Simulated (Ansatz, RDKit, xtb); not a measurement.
# Isomers of C6H6O2, a sample narrowed down

Which of a sample of isomers of C6H6O2 is the most stable in the gas at 298.15 K, and what are its properties? The sample is small against all isomers, and the most stable one of this formula need not be in it.

The funnel: GFN2-xTB relaxations, single points with a density functional, relaxations at B3LYP-D3(BJ)/def2-SVP, harmonic vibrations (at GFN2-xTB), and a last energy at a higher level. All values are calculated.

## (1) Possible bonding patterns

Isomers were taken from a list of plausible structures; this is a sample, not all of them. That gives 7 candidates.

```
label           SMILES     spin
 c006  CC1=CC(=O)CC1=O  singlet
 c096  C=C1C=C(O)CC1=O  singlet
 c126  C=C1CC(=O)CC1=O  singlet
 c170  C=C1CC(=O)C=C1O  singlet
 c276  CC1=CC(=O)C=C1O  singlet
 c762  C=C1CC(O)=CC1=O  singlet
 c763  C=C1C=C(O)C=C1O  singlet
```

Candidates are built by distance geometry, with a force field where one applies, in up to four conformers (letters a to d).

Q: Predict the outcome of this search (final energies at CCSD(T)/def2-SVP + MP2/def2-TZVPP - MP2/def2-SVP).

| quantity | value |
| --- | --- |
| lowest structure found | CC1=CC(=O)CC1=O, singlet |
| next finalist | C=C1CC(=O)CC1=O, singlet, 9.8 kcal/mol higher in G |
| share at equilibrium, among the finalists | 100.0 % |

The lowest structure found is `CC1=CC(=O)CC1=O`. The margin of 9.8 kcal/mol over the next finalist is beyond the usual error of the last level; it says nothing of structures that weren't ranked. GFN2-xTB, HF/STO-3G, r2SCAN-D4/def2-SVP, B3LYP-D3(BJ)/def2-SVP, HF/def2-SVP and MP2/def2-SVP already put its bonding pattern lowest among the structures in one piece. Lowest found is not proven lowest: the search is finite, and each finalist counts with one conformer. Only 7 drawn patterns were tried, so whole families of isomers are missing, and the result ranks this sample alone.
